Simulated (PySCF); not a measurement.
**The bond of FeI, level by level**

One job finds the state of FeI, follows it along the bond with each method and fits the curves.

Method: Fe def2-TZVPP, I def2-TZVPP with ECP28, scalar-relativistic core potentials; program: PySCF 2.14.0.

1 further run of the same task is left out (it didn't finish).

### Step 1. The job

Settings of the job:

```yaml
atoms: Fe, I
charge: 0
basis: Fe def2-TZVPP, I def2-TZVPP with ECP28
Hamiltonian: scalar-relativistic core potentials
basis_functions: 114
electrons_treated: 51
masses_in_u: 55.9349, 126.9045
levels: PBE0, PBE, r²SCAN, M06-2X, PBEsol, r²SCANh, M06-L, HSE06, HF, MP2, SCS-MP2
grid: 80 radial by 434 angular points
occupations: held fixed by the projection of orbital angular momentum
dissociation_limit: Fe + I, each in its ground configuration
starting_distance_in_angstrom: 2.435
values_of_2S_to_try: 1, 3, 5, 7
```

Command:

```console
$ OMP_NUM_THREADS=2 python dia.py task.json out
```

Further steps of the session: The PBE0 curve of the state that the search chose; Higher solutions at PBE0; PBE (GGA); r²SCAN (meta-GGA); M06-2X (hybrid meta-GGA); PBEsol; r²SCANh (hybrid meta-GGA); M06-L (meta-GGA); HSE06; ROHF (mean field).

Q: Predict the outcome of this session. Wanted: for each run, Re; ωe; De; μ.

As calculated:

Lowest PBE0 solution found, without spin–orbit coupling: ⁴Δ (quartet), unpaired electrons π ↑↑, δ ↑. State 2 has its PBE0 minimum 0.04 eV higher. State 3 has its PBE0 minimum 0.28 eV higher. The other levels ran on the lowest alone.

```csv
level,Re (Å),ωe (cm⁻¹),De (eV),μ (D)
ROHF,2.580,218.9,0.287,-7.36
ROHF-MP2,2.416,267.1,2.96,n/a
ROHF-SCS-MP2,2.445,256.9,2.67,n/a
PBE,2.415,260.5,3.38,-3.68
PBEsol,2.381,273.0,3.66,-3.54
r²SCAN,2.422,260.4,2.95,-4.27
M06-L,2.446,253.4,2.95,-4.15
r²SCANh,2.432,258.4,2.88,-4.57
PBE0,2.443,256.5,2.80,-4.79
HSE06,2.443,256.7,2.79,-4.70
M06-2X,2.536,246.9,2.17,-3.59
```

De is counted to Fe + I in their ground configurations. A positive dipole means Fe(−)I(+). ⟨S²⟩ is off the pure value of 3.75 by over a tenth at M06-2X 4.57.

Bond lengths run from 2.381 Å (PBEsol) to 2.580 Å (ROHF). Among the levels with a De in the table, it runs from 0.287 eV (ROHF) to 3.66 eV (PBEsol).

Correlated steps freeze 9 core orbitals. Spin–orbit coupling is left out, which matters for elements this heavy, above all for dissociation energies. With d or f electrons several states lie close, and the lowest PBE0 determinant need not be the measured ground state. With spin–orbit coupling the term label itself may not hold.
